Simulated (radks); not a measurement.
# Sc⁴⁺ in [Ne] 3s2 3p5: an all-electron calculation

One table from this session's results is given with a row withheld; the runs are named, their logs left out.

Program: radks (a radial shooting solver on a logarithmic mesh, Libxc functionals) version 1. Level of theory: scalar-relativistic Kohn-Sham, PBEsol, spin-polarised, spherical densities, point nucleus; open shells are filled with parallel spins first. These are calculated values, not measurements, unless marked.

**Starting point**

| Item | Value |
| --- | --- |
| element | scandium (Z = 21) |
| charge | +4 |
| electrons | 17 |
| configuration | [Ne] 3s2 3p5 |

The outer shells:

Sc⁴⁺
```
[Ne] core
3s [↑↓]
3p [↑↓][↑↓][↑ ]
```

The first run:

Input:

```text
Z 21
configuration [Ne] 3s2 3p5
relativity scalar-relativistic
functional pbe_sol,pbe_sol
spin polarised
nucleus point
c 137.035999084
```

Launch:

```sh
$ python run_ks.py task.json out
```

All runs below come from this command, one after another.

One table of the session follows, with a row left open; its other results are not shown here.

It belongs to the step «Orbitals and density». Sizes of the orbitals, from the radial functions (bohr):

| level | <r> | outermost maximum (interpolated) | 90 % within | nodes |
| --- | --- | --- | --- | --- |
| 1s up | 0.07311 | 0.0478 | 0.131 | 0 |
| 1s down | 0.07310 | 0.0478 | 0.131 | 0 |
| 2s up | 0.3436 | 0.284 | 0.534 | 1 |
| 2s down | 0.3435 | 0.284 | 0.534 | 1 |
| 2p up | 0.3075 | 0.232 | 0.506 | 0 |
| 2p down | 0.3075 | 0.232 | 0.506 | 0 |
| 3s up | ? | ? | ? | ? |
| 3s down | 1.034 | 0.911 | 1.53 | 2 |
| 3p up | 1.087 | 0.939 | 1.65 | 1 |
| 3p down | 1.091 | 0.940 | 1.65 | 1 |

Estimate the missing values for 3s up.

**Answer.** <r>: 1.031; outermost maximum (interpolated): 0.910; 90 % within: 1.53; nodes: 2. In the column «<r>» it lies between 2s up (0.3436) and 3s down (1.034).

To keep in mind: Open shells are spherical and high-spin; term and fine-structure splittings are not resolved.
